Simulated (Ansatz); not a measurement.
# Cl3H4HfNS: the cost of one run

Program: Ansatz 0.2.0. Level of theory: RKS PBE/def2-SVP. These are calculated values, not measurements.

### Step 1. Starting point

Bond lengths: Hf1–N2 2.560 Å, N2–H3 1.060 Å, N2–H4 1.060 Å, Hf1–Cl5 2.520 Å, Hf1–Cl6 2.518 Å, Hf1–Cl7 2.518 Å, Hf1–S8 2.850 Å, S8–H9 1.400 Å. Angles: Hf1–N2–H3 120.0°, Hf1–N2–H4 120.0°, H3–N2–H4 120.0°, N2–Hf1–Cl5 109.5°, N2–Hf1–Cl6 109.5°, N2–Hf1–Cl7 109.5°, N2–Hf1–S8 71.6°, Cl5–Hf1–Cl6 109.5°, Cl5–Hf1–Cl7 109.5°, Cl5–Hf1–S8 67.2°, Cl6–Hf1–Cl7 109.5°, Cl6–Hf1–S8 176.6°, Cl7–Hf1–S8 72.8°, Hf1–S8–H9 109.5°.

Coordinates:

```xyz
10

Hf    0.0000    0.0000    0.0000
N     0.0000    0.0000    2.5600
H    -0.8770   -0.2713    3.0900
H     0.8770    0.2713    3.0900
Cl    2.3764    0.0000   -0.8392
Cl   -1.1869    2.0563   -0.8392
Cl   -1.1869   -2.0563   -0.8392
S     1.4875   -2.2588    0.8987
H     0.7024   -3.4121    0.7815
H     0.7732   -1.1741    2.2245
```

### Step 2. Pulling towards end A

Springs on the bonds that form and break draw the guess towards this end; the thresholds are loose.

Contents of input.yaml:

```yaml
crystal:
  periodic: [false, false, false]
  atoms:
    - { symbol: Hf, position_ang: [0.0, 0.0, 0.0] }
    - { symbol: "N", position_ang: [0.0, 0.0, 2.56] }
    - { symbol: H, position_ang: [-0.877, -0.2713, 3.09] }
    - { symbol: H, position_ang: [0.877, 0.2713, 3.09] }
    - { symbol: Cl, position_ang: [2.3764, 0.0, -0.8392] }
    - { symbol: Cl, position_ang: [-1.1869, 2.0563, -0.8392] }
    - { symbol: Cl, position_ang: [-1.1869, -2.0563, -0.8392] }
    - { symbol: S, position_ang: [1.4875, -2.2588, 0.8987] }
    - { symbol: H, position_ang: [0.7024, -3.4121, 0.7815] }
    - { symbol: H, position_ang: [0.7732, -1.1741, 2.2245] }
basis:
  gaussian: { orbitals: def2-SVP }
hamiltonian:
  xc: pbe
relax:
  f_tol: 0.15
  max_steps: 25
  restrain:
    - { distance: [0, 7], at: 3.75, k: 30.0 }
    - { distance: [9, 1], at: 2.26, k: 30.0 }
    - { distance: [0, 1], at: 2.21, k: 30.0 }
    - { distance: [9, 7], at: 1.4, k: 30.0 }
```

The run is started by

```console
$ ansatz run input.yaml --threads 4 --pin off --max-ram 5120MiB --backend cpu --events-out ev --progress --plain --runs-dir out
```

**Question.** How long does this run take on 4 threads of AMD EPYC 7R32 (Zen 2), shared host, and how much memory does it need?

About 23 s, with a peak of 0.24 GiB.
